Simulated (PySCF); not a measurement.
# C2H10OSi2: the cost of one run

Programs: PySCF 2.14.0, with routines of our own; each step states its level. All values are computed. Atoms count from 0.

## Step 1: The starting structure

15 atoms, charge 0, multiplicity 1; geometry from: GFN2-xTB.

## Step 2: Magnetic properties: GIAO B3LYP/pcSseg-1

Job settings and geometry (Å):

```
{"job": {"kind": "mag", "xc": "B3LYP", "basis": "pcSseg-1", "isotopologues": 2}, "charge": 0, "multiplicity": 1}
C     -1.954498    -1.037310    -0.021050
Si    -1.668607     0.834433     0.097730
O     -0.080219     1.160996     0.085825
Si     1.537854     1.064647     0.030934
C      2.079682    -0.748230    -0.107343
H     -3.014474    -1.272101    -0.004864
H     -1.489986    -1.562313     0.809892
H     -1.541480    -1.449678    -0.938146
H     -2.170011     1.361057     1.368725
H     -2.224334     1.537348    -1.060263
H      2.007277     1.670203     1.278775
H      1.937211     1.828080    -1.153112
H      1.728843    -1.333148     0.739158
H      3.161593    -0.834410    -0.139277
H      1.686734    -1.211585    -1.008897
```

Level: GIAO B3LYP/pcSseg-1 magnetisability, rotational g tensor and spin-rotation constants, non-relativistic, gas phase.

Launch:

```sh
$ OMP_NUM_THREADS=1 python excited_run.py task.json out
```

This one command runs all jobs of the session in turn.

**Question.** How long does this first job take on 1 thread of Intel Xeon Platinum 8375C at 2.90GHz, shared host, and how much memory does it need?

About 17 s, with a peak of 0.73 GiB.
